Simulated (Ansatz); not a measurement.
# CH6BBrSi: small, medium and large basis sets

The task here is to estimate one member of a computed series from the others.

Program: Ansatz 0.2.0, Gaussian basis. Level of theory: one geometry, several basis sets. These are calculated values, not measurements.

Levels to be run: PBE0-D4/def2-SVP; ωB97M-V/def2-SVP; PBE0-D4/def2-QZVPP; ωB97M-V/def2-QZVPP; the functionals' def2-TZVPP values are taken from earlier runs.

## The geometry

All runs share one geometry, relaxed beforehand with PBE0-D4 in a triple-zeta def2 set.

SMILES `[SiH3]BCBr`, 10 atoms, charge 0, spin multiplicity 1.

Atoms are counted from 1 here; the program's logs count them from 0.

Bond lengths: Si1–B2 2.010 Å, Si1–H5 1.494 Å, Si1–H6 1.492 Å, Si1–H7 1.489 Å, B2–C3 1.557 Å, B2–H8 1.196 Å, C3–Br4 1.988 Å, C3–H9 1.086 Å, C3–H10 1.086 Å. Angles: B2–Si1–H5 109.4°, B2–Si1–H6 111.9°, B2–Si1–H7 112.7°, H5–Si1–H6 107.4°, H5–Si1–H7 107.3°, H6–Si1–H7 108.1°, Si1–B2–C3 121.3°, Si1–B2–H8 121.3°, C3–B2–H8 117.1°, B2–C3–Br4 79.7°, B2–C3–H9 120.9°, B2–C3–H10 121.3°, Br4–C3–H9 106.7°, Br4–C3–H10 106.1°, H9–C3–H10 113.1°.

Set-up of the first run:

Contents of in.yaml:

```yaml
crystal:
  periodic: [false, false, false]
  atoms:
    - {symbol: Si, position_ang: [-1.499104, 0.166740, -0.374831]}
    - {symbol: B, position_ang: [0.506570, 0.234079, -0.486363]}
    - {symbol: C, position_ang: [1.398286, -0.616069, 0.466067]}
    - {symbol: Br, position_ang: [1.323974, 1.093564, 1.478260]}
    - {symbol: H, position_ang: [-2.030406, -0.658920, -1.500341]}
    - {symbol: H, position_ang: [-1.964003, -0.461788, 0.896329]}
    - {symbol: H, position_ang: [-2.125931, 1.513341, -0.480301]}
    - {symbol: H, position_ang: [1.061410, 0.845749, -1.351469]}
    - {symbol: H, position_ang: [2.444553, -0.797460, 0.237122]}
    - {symbol: H, position_ang: [0.967751, -1.370234, 1.118427]}
basis:
  gaussian: {orbitals: def2-SVP}
hamiltonian: {xc: pbe0, dispersion: d4}
output: {orbitals: {seedname: orbitals}}
```

Steps of the session up to this table: PBE0-D4 in def2-SVP; ωB97M-V in def2-SVP; PBE0-D4 in def2-QZVPP; ωB97M-V in def2-QZVPP.

One of the session's tables, all rows but one given; the rest of the session is left out.

It belongs to the step «Density functionals: the series». 

```
functional       basis  HOMO (eV)
   PBE0-D4    def2-SVP      -7.95
   PBE0-D4  def2-TZVPP      -7.97
   PBE0-D4  def2-QZVPP      -7.97
   ωB97M-V    def2-SVP     -10.08
   ωB97M-V  def2-TZVPP     -10.13
   ωB97M-V  def2-QZVPP          ?
```

Q: Estimate the row for ωB97M-V, def2-QZVPP from the others.

The run gave: HOMO (eV): -10.14. In the column «HOMO (eV)» it is the lowest.
